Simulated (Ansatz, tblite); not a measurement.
**SiMe2(SiMe3)2 (C₈H₂₄Si₃): one state, many levels**

One table from this session's results is given with a row withheld; the runs are named, their logs left out.

Computed with Ansatz 0.2.0, Gaussian basis. Level: as each input shows.

Levels to be run: GFN1-xTB, GFN2-xTB, PBE-D4/def2-TZVP, r2SCAN-D4/def2-TZVP, LDA/def2-TZVP, r2SCAN0-D4/def2-TZVP, PBE-D4/def2-SVP, PBE0-D4/def2-SVP, HF/STO-3G, MP2/def2-SVP.

5 further runs of the same task are left out: 3 that didn't finish, 2 set aside as unsound or not needed.

## The structure

The singlet was relaxed beforehand with PBE-D4/def2-SVP.

35 atoms, charge 0, spin multiplicity 1.

Bond lengths: Si1–C2 1.912 Å, Si1–C6 1.911 Å, Si1–Si10 2.359 Å, Si1–Si23 2.359 Å, C2–H3 1.109 Å, C2–H4 1.110 Å, C2–H5 1.110 Å, C6–H7 1.110 Å, C6–H8 1.109 Å, C6–H9 1.110 Å, Si10–C11 1.903 Å, Si10–C12 1.903 Å, Si10–C13 1.903 Å, C11–H14 1.111 Å, C11–H15 1.110 Å, C11–H16 1.110 Å, C12–H17 1.109 Å, C12–H18 1.110 Å and more. Angles: C2–Si1–C6 108.9°, C2–Si1–Si10 108.8°, C2–Si1–Si23 109.7°, C6–Si1–Si10 110.1°, C6–Si1–Si23 109.2°, Si10–Si1–Si23 110.1°, Si1–C2–H3 111.1°, Si1–C2–H4 111.1°, Si1–C2–H5 111.0°, H3–C2–H4 107.8°, H3–C2–H5 107.9°, H4–C2–H5 107.9°, Si1–C6–H7 110.9°, Si1–C6–H8 111.1°, Si1–C6–H9 111.0°, H7–C6–H8 107.9°, H7–C6–H9 107.9°, H8–C6–H9 107.8° and more.

Geometry (Å):

```mol
C8H24Si3
  3D, bonds by distance, orders not assigned

 35 34  0  0  0  0  0  0  0  0999 V2000
    0.8858    0.0011    0.4724 Si  0  0
    1.1158    0.0289    2.3699 C   0  0
    0.1361    0.0351    2.8900 H   0  0
    1.6769    0.9313    2.6914 H   0  0
    1.6793   -0.8632    2.7146 H   0  0
    2.6059   -0.0233   -0.3604 C   0  0
    3.1970    0.8723   -0.0764 H   0  0
    2.5142   -0.0347   -1.4658 H   0  0
    3.1826   -0.9222   -0.0576 H   0  0
   -0.3016    1.9327   -0.1790 Si  0  0
   -0.9510    1.7485   -1.9583 C   0  0
   -1.7738    2.1956    0.9970 C   0  0
    0.8370    3.4554   -0.0934 C   0  0
   -1.4642    2.6763   -2.2888 H   0  0
   -1.6778    0.9138   -2.0351 H   0  0
   -0.1256    1.5449   -2.6714 H   0  0
   -2.4571    1.3217    0.9905 H   0  0
   -1.4268    2.3453    2.0403 H   0  0
   -2.3611    3.0911    0.7024 H   0  0
    1.2339    3.6020    0.9324 H   0  0
    1.7026    3.3483   -0.7791 H   0  0
    0.2878    4.3774   -0.3803 H   0  0
   -0.3085   -1.9339   -0.1544 Si  0  0
   -2.1415   -1.7665    0.3288 C   0  0
   -0.1788   -2.1785   -2.0364 C   0  0
    0.4220   -3.4602    0.7167 C   0  0
   -2.7018   -2.6934    0.0831 H   0  0
   -2.6233   -0.9260   -0.2122 H   0  0
   -2.2562   -1.5785    1.4163 H   0  0
   -0.5868   -1.3065   -2.5870 H   0  0
    0.8778   -2.3108   -2.3482 H   0  0
   -0.7425   -3.0800   -2.3575 H   0  0
    1.4903   -3.5995    0.4512 H   0  0
    0.3572   -3.3620    1.8200 H   0  0
   -0.1238   -4.3825    0.4244 H   0  0
  1  2  8  0
  1  6  8  0
  1 10  8  0
  1 23  8  0
  2  3  8  0
  2  4  8  0
  2  5  8  0
  6  7  8  0
  6  8  8  0
  6  9  8  0
 10 11  8  0
 10 12  8  0
 10 13  8  0
 11 14  8  0
 11 15  8  0
 11 16  8  0
 12 17  8  0
 12 18  8  0
 12 19  8  0
 13 20  8  0
 13 21  8  0
 13 22  8  0
 23 24  8  0
 23 25  8  0
 23 26  8  0
 24 27  8  0
 24 28  8  0
 24 29  8  0
 25 30  8  0
 25 31  8  0
 25 32  8  0
 26 33  8  0
 26 34  8  0
 26 35  8  0
M  END
```

PBE0-D4/def2-TZVP was run before; its log isn't repeated, and its numbers join the tables.

The first run:

Tight binding, by tblite at 300 K electronic temperature and without a spin-polarisation term:

```python
tblite.interface.Calculator('GFN1-xTB', numbers, positions, charge=0, uhf=0).singlepoint()
```

Tight binding, by tblite at 300 K electronic temperature and without a spin-polarisation term:

```python
tblite.interface.Calculator('GFN2-xTB', numbers, positions, charge=0, uhf=0).singlepoint()
```

start.molden holds the orbitals of an earlier run on this state, given as this run's starting guess.

Input file in.yaml:

```yaml
crystal:
  periodic: [false, false, false]
  atoms:
    - {symbol: Si, position_ang: [0.885778, 0.001126, 0.472365]}
    - {symbol: C, position_ang: [1.115795, 0.028923, 2.369906]}
    - {symbol: H, position_ang: [0.136080, 0.035127, 2.890046]}
    - {symbol: H, position_ang: [1.676911, 0.931273, 2.691399]}
    - {symbol: H, position_ang: [1.679261, -0.863175, 2.714584]}
    - {symbol: C, position_ang: [2.605875, -0.023251, -0.360381]}
    - {symbol: H, position_ang: [3.197019, 0.872310, -0.076433]}
    - {symbol: H, position_ang: [2.514169, -0.034661, -1.465801]}
    - {symbol: H, position_ang: [3.182593, -0.922207, -0.057598]}
    - {symbol: Si, position_ang: [-0.301584, 1.932748, -0.179031]}
    - {symbol: C, position_ang: [-0.950952, 1.748503, -1.958298]}
    - {symbol: C, position_ang: [-1.773842, 2.195570, 0.996989]}
    - {symbol: C, position_ang: [0.837010, 3.455426, -0.093400]}
    - {symbol: H, position_ang: [-1.464211, 2.676282, -2.288797]}
    - {symbol: H, position_ang: [-1.677845, 0.913762, -2.035104]}
    - {symbol: H, position_ang: [-0.125603, 1.544876, -2.671443]}
    - {symbol: H, position_ang: [-2.457081, 1.321730, 0.990532]}
    - {symbol: H, position_ang: [-1.426802, 2.345295, 2.040263]}
    - {symbol: H, position_ang: [-2.361106, 3.091062, 0.702392]}
    - {symbol: H, position_ang: [1.233930, 3.602022, 0.932439]}
    - {symbol: H, position_ang: [1.702636, 3.348307, -0.779090]}
    - {symbol: H, position_ang: [0.287755, 4.377378, -0.380267]}
    - {symbol: Si, position_ang: [-0.308457, -1.933858, -0.154438]}
    - {symbol: C, position_ang: [-2.141488, -1.766525, 0.328761]}
    - {symbol: C, position_ang: [-0.178771, -2.178512, -2.036419]}
    - {symbol: C, position_ang: [0.421974, -3.460168, 0.716695]}
    - {symbol: H, position_ang: [-2.701770, -2.693442, 0.083063]}
    - {symbol: H, position_ang: [-2.623338, -0.926032, -0.212164]}
    - {symbol: H, position_ang: [-2.256196, -1.578549, 1.416317]}
    - {symbol: H, position_ang: [-0.586804, -1.306529, -2.586969]}
    - {symbol: H, position_ang: [0.877834, -2.310841, -2.348183]}
    - {symbol: H, position_ang: [-0.742504, -3.079984, -2.357494]}
    - {symbol: H, position_ang: [1.490250, -3.599514, 0.451208]}
    - {symbol: H, position_ang: [0.357246, -3.361987, 1.819972]}
    - {symbol: H, position_ang: [-0.123773, -4.382491, 0.424359]}
basis:
  gaussian: {orbitals: def2-TZVP, initial_orbitals: start.molden}
hamiltonian: {xc: pbe, dispersion: d4}
scf: {omitted_lower_state_checks: [starts]}
output: {orbitals: {seedname: orbitals}}
```

On the command line:

```sh
$ ansatz run in.yaml --threads 4 --pin off --events-out ev --progress --plain --max-ram 6963MiB
```

Steps of the session up to this table: PBE-D4/def2-TZVP; r2SCAN-D4/def2-TZVP; LDA/def2-TZVP; r2SCAN0-D4/def2-TZVP; PBE-D4/def2-SVP; PBE0-D4/def2-SVP; HF/STO-3G; MP2/def2-SVP.

One of the session's tables, all rows but one given; the rest of the session is left out.

It belongs to the step «Binding energy». 

```
               level  binding an atom (eV)
           HF/STO-3G                 3.918
         HF/def2-SVP                 3.027
       LDA/def2-TZVP                 4.396
     PBE-D4/def2-SVP                     ?
    PBE-D4/def2-TZVP                 3.974
 r2SCAN-D4/def2-TZVP                 3.940
    PBE0-D4/def2-SVP                 3.964
   PBE0-D4/def2-TZVP                 3.945
r2SCAN0-D4/def2-TZVP                 3.913
        MP2/def2-SVP                 3.759
```

**Question.** Estimate the row for PBE-D4/def2-SVP.

The run gave: binding an atom (eV): 3.989. In the column «binding an atom (eV)» it lies between PBE-D4/def2-TZVP (3.974) and LDA/def2-TZVP (4.396).

To keep in mind: Free atoms were run apart at each level; binding is atoms less cluster, divided by the number of atoms, without zero-point or spin-orbit terms.
